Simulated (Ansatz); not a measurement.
**C2H7OSb: a ladder of functionals and wavefunction methods**

One table from this session's results is given with a row withheld; the runs are named, their logs left out.

The runs use Ansatz 0.2.0, Gaussian basis; functionals in def2-TZVPP, the program's frozen cores in correlated methods.

Plan: PBE-D4, r2SCAN-D4, PBE0-D4, B3LYP-D4, ωB97X-V, ωB97M-V, B2PLYP; CCSD(T)/def2-TZVPP; MP2/def2-QZVPP; extrapolation to the limit.

**The geometry**

All runs share one geometry, relaxed beforehand with PBE0-D4 in a triple-zeta def2 set. Sb takes the def2 core potential; no spin-orbit term is included.

SMILES `[CH3][SbH][CH2]O`, 11 atoms, charge 0, spin multiplicity 1.

Atoms are counted from 1 here; the program's logs count them from 0.

Bond lengths: C1–Sb2 2.164 Å, C1–H5 1.091 Å, C1–H6 1.091 Å, C1–H7 1.090 Å, Sb2–C3 2.196 Å, Sb2–H8 1.717 Å, C3–O4 1.409 Å, C3–H9 1.095 Å, C3–H10 1.090 Å, O4–H11 0.960 Å. Angles: Sb2–C1–H5 111.1°, Sb2–C1–H6 109.0°, Sb2–C1–H7 109.4°, H5–C1–H6 110.1°, H5–C1–H7 109.1°, H6–C1–H7 108.1°, C1–Sb2–C3 92.2°, C1–Sb2–H8 93.6°, C3–Sb2–H8 93.6°, Sb2–C3–O4 111.0°, Sb2–C3–H9 109.3°, Sb2–C3–H10 108.7°, O4–C3–H9 112.3°, O4–C3–H10 107.0°, H9–C3–H10 108.4°, C3–O4–H11 108.5°.

Coordinates:

```xyz
11
C2H7OSb
C    -0.99928    1.27457   -0.12798
Sb    0.76775    0.56495   -1.15571
C     0.95486   -1.16441    0.18401
O     1.13129   -0.75124    1.51975
H    -1.68661    0.45483    0.08365
H    -0.69908    1.76077    0.80149
H    -1.50646    2.01294   -0.74880
H    -0.13286   -0.30481   -2.33065
H     0.08162   -1.81398    0.06154
H     1.84462   -1.72841   -0.09556
H     0.30945   -0.36221    1.82886
```

Set-up of the first run:

in.yaml reads:

```yaml
crystal:
  periodic: [false, false, false]
  atoms:
    - {symbol: C, position_ang: [-0.999283, 1.274574, -0.127980]}
    - {symbol: Sb, position_ang: [0.767752, 0.564951, -1.155706]}
    - {symbol: C, position_ang: [0.954861, -1.164406, 0.184010]}
    - {symbol: O, position_ang: [1.131287, -0.751238, 1.519749]}
    - {symbol: H, position_ang: [-1.686613, 0.454827, 0.083647]}
    - {symbol: H, position_ang: [-0.699080, 1.760769, 0.801487]}
    - {symbol: H, position_ang: [-1.506463, 2.012935, -0.748797]}
    - {symbol: H, position_ang: [-0.132859, -0.304806, -2.330649]}
    - {symbol: H, position_ang: [0.081619, -1.813985, 0.061542]}
    - {symbol: H, position_ang: [1.844625, -1.728414, -0.095562]}
    - {symbol: H, position_ang: [0.309454, -0.362209, 1.828859]}
basis:
  gaussian: {orbitals: def2-TZVPP}
hamiltonian: {xc: pbe, dispersion: d4}
output: {forces: true, orbitals: {seedname: orbitals}}
```

The run is started by

```
> ansatz run in.yaml --threads 4 --pin off --events-out ev --progress --plain --max-ram 10444MiB
```

Among the steps run: PBE-D4 (GGA); r2SCAN-D4 (meta-GGA); PBE0-D4 (hybrid); B3LYP-D4 (hybrid); ωB97X-V (range-separated); ωB97M-V (range-separated); B2PLYP (double hybrid); CCSD(T) in def2-TZVPP; MP2 in def2-QZVPP.

One of the session's tables, all rows but one given; the rest of the session is left out.

| method | atoms, summed (eV) | atomisation energy (kcal/mol) |
| --- | --- | --- |
| PBE-D4 | -10729.622 | 904.3 |
| r2SCAN-D4 | -10735.820 | 885.9 |
| PBE0-D4 | -10731.067 | 885.4 |
| B3LYP-D4 | -10738.269 | 889.7 |
| ωB97X-V | -10733.542 | 890.8 |
| ωB97M-V | -10732.390 | 887.0 |
| B2PLYP | -10726.839 | 876.2 |
| HF/def2-TZVPP | -10693.436 | 618.6 |
| MP2/def2-TZVPP | -10708.656 | 868.3 |
| CCSD/def2-TZVPP | ? | ? |
| CCSD(T)/def2-TZVPP | -10710.398 | 864.9 |
| MP2/CBS | -10721.199 | 893.6 |
| CCSD(T)/CBS | -10722.941 | 890.2 |

Q: Estimate the row for CCSD/def2-TZVPP from the others.

**Answer.** atoms, summed (eV): -10710.045; atomisation energy (kcal/mol): 851.1. In the column «atoms, summed (eV)» it lies between CCSD(T)/def2-TZVPP (-10710.398) and MP2/def2-TZVPP (-10708.656).
